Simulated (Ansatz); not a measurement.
What does this script print? It uses Ansatz's Python interface.

`run_methods.py`:
```python
from pathlib import Path

import ansatz as az
import numpy as np

GEOMETRY = """
Al   -0.96080    1.92990    0.28450
C     0.20460    0.40570    0.10330
O    -0.59320   -0.72150   -0.22400
Al    0.62310   -2.18920   -0.37780
H    -1.09050    2.76760    1.63440
H    -1.90360    2.44140   -0.97240
H     0.96110    0.64550   -0.70230
H     0.76420    0.30550    1.07560
H     1.19700   -2.54240   -1.74820
H     0.88120   -3.09360    0.92980
"""

system = az.Crystal.molecule()
for line in GEOMETRY.strip().splitlines():
    symbol, *xyz = line.split()
    system = system.atom(symbol, [float(v) for v in xyz])

setup = (
    system.calculation()
    .basis(gaussian="def2-SVP")
    .accuracy("medium")
)

print("functional    E (Ha)        dipole (D)   HOMO (eV)  LUMO (eV)")
for name in ["lda", "hse06", "pbe", "hf"]:
    data = setup.functional(name).forces().orbitals().run(runs_dir="runs").report
    lines = Path(data["orbitals_path"]).read_text().splitlines()
    field_of = lambda key: [line.split("=")[1].strip() for line in lines if line.startswith(key)]
    orbitals = [(27.211386 * float(e), s, float(n)) for e, s, n in zip(field_of("Ene="), field_of("Spin="), field_of("Occup="))]
    homo = max(e for e, _, n in orbitals if n > 0.5)
    lumo = min(e for e, _, n in orbitals if n < 0.5)
    dipole = 4.803205 * np.linalg.norm(data["charge_distribution"]["dipole_moment_e_ang"])
    print(f"{name:10s} {data['free_energy_ev'] / 27.211386246:14.6f} {dipole:9.3f} {homo:11.3f} {lumo:10.3f}")
```

Output of `python run_methods.py`:
```text
functional    E (Ha)        dipole (D)   HOMO (eV)  LUMO (eV)
lda           -598.449791     2.204      -5.681     -2.660
hse06         -601.133892     2.314      -6.471     -1.960
pbe           -601.094466     2.185      -5.560     -2.382
hf            -599.785969     2.535     -10.091      1.271
```

Reading the output:
- These settings explore the input space; basis and method may be short of convergence.
- The geometry is a force-field or estimated start, not a minimum of this method, and the basis set is short of its limit. A lower total doesn't mark the better method: functionals have no common bound, and MP2 and coupled cluster aren't variational.
- Levels such as HOMO and LUMO are orbital energies: with these approximate functionals they aren't the ionisation energy and electron affinity, and their gap isn't the fundamental gap.
- hse06 follows the composition of plane-wave codes, whose totals differ by tens of mHa, up to about 0.1 Ha, from the form usual in Gaussian-basis programs (wpbeh).
- Finished in 10 s on 1 thread of Arm Neoverse V1 (shared host), peak memory 0.24 GiB.
